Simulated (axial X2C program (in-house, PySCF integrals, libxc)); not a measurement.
**A two-component session on BrGa: EOM-EE-CCSD levels**

Wanted for BrGa: EOM-EE-CCSD levels, at the two-component level.

Program: an in-house X2C program for linear molecules on PySCF integrals. Level of theory: two-component X2C with atomic mean-field terms, Br dyall-acv3z, Ga dyall-acv3z. These are calculated values, not measurements.

**1. The job**

The input, task.json:

```json
{"zs": [35, 31], "q": 0, "bas": ["dyall-acv3z", "dyall-acv3z"], "r0": 2.38, "eom": "ee", "thr": -1.0, "nmax": 88}
```

Keys: zs atomic numbers; q charge; bas basis sets; r0 starting distance in Å; eom kind of EOM run; thr threshold in hartree for freezing inner shells (an s shell follows its p shell); nmax most natural virtual spinors.

Launch:

```console
$ python soeom.py task.json out
```

The runs that follow: EOM-EE-CCSD at 2.374 Å.

Q: Predict the outcome of this session. Wanted: next root led by one particle; T1 of the reference.

The runs gave:

```
                     quantity                         value
       lowest root at 2.374 Å              Ω = 0⁻, 3.349 eV
next root led by one particle  Ω = 0⁺, about 20 cm⁻¹ higher
          T1 of the reference                         0.012
```

**Reading.** The lowest root lies 3.35 eV above the closed-shell reference. Errors of 0.1 to 0.3 eV are usual at this size, and roots led by higher excitations are left out, so the list is incomplete, and low states of that kind can be missing.
